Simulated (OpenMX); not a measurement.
The system is ScSi2.

```
CELL_PARAMETERS angstrom
3.66000 0.00000 0.00000
-1.83000 3.16965 0.00000
0.00000 0.00000 3.87000
ATOMIC_POSITIONS crystal
Sc 0.00000 0.00000 0.00000
Si 0.66667 0.33333 0.50000
Si 0.33333 0.66667 0.50000
```

| Property | Result |
| --- | --- |
| Program | OpenMX 3.8.5 |
| Task | single point |
| Functional | PBE |
| Potentials or basis | OpenMX 2013 PBE set, Sc7.0-s3p2d1, Si7.0-s2p2d1, grid cutoff 350 Ry |
| k mesh | 9 × 9 × 7 |
| Occupations | fermi-dirac, width 0.05 eV |
| Spin | no spin polarisation |

On this cell: pressure 26.2 GPa; largest force under 0.003 eV/Å; band gap on the k mesh none (metal or under the smearing width).

The same run follows on a disturbed copy (atoms moved at random, drawn with an rms of 0.05 Å):

```xyz
3
Lattice="3.6600 0.0000 0.0000 -1.8300 3.1697 0.0000 0.0000 0.0000 3.8700" Properties=species:S:1:pos:R:3 pbc="T T T"
Sc   -0.0059    0.0089   -0.0475
Si    1.8350    1.0981    1.9719
Si   -0.0511    2.1375    1.9350
```

Task: What does the disturbed cell give?

Result: The energy (extrapolated to zero smearing) moves by +23.0 meV/atom; pressure 26.7 GPa; largest force 1.692 eV/Å; band gap on the k mesh none (metal or under the smearing width).

Forces on the atoms (eV/Å):
```
Sc  -0.080  0.119  0.642
Si  -1.487 -0.605 -0.242
Si   1.571  0.483 -0.402
```

Caveats: the transition metal has a single d function, too few for pressures, volumes and moments; the basis of atomic orbitals isn't converged, which shifts pressures, moduli and gaps; so large a pressure means that the cell lies far from this level's equilibrium, or that cutoff or potentials fall short (some runs).
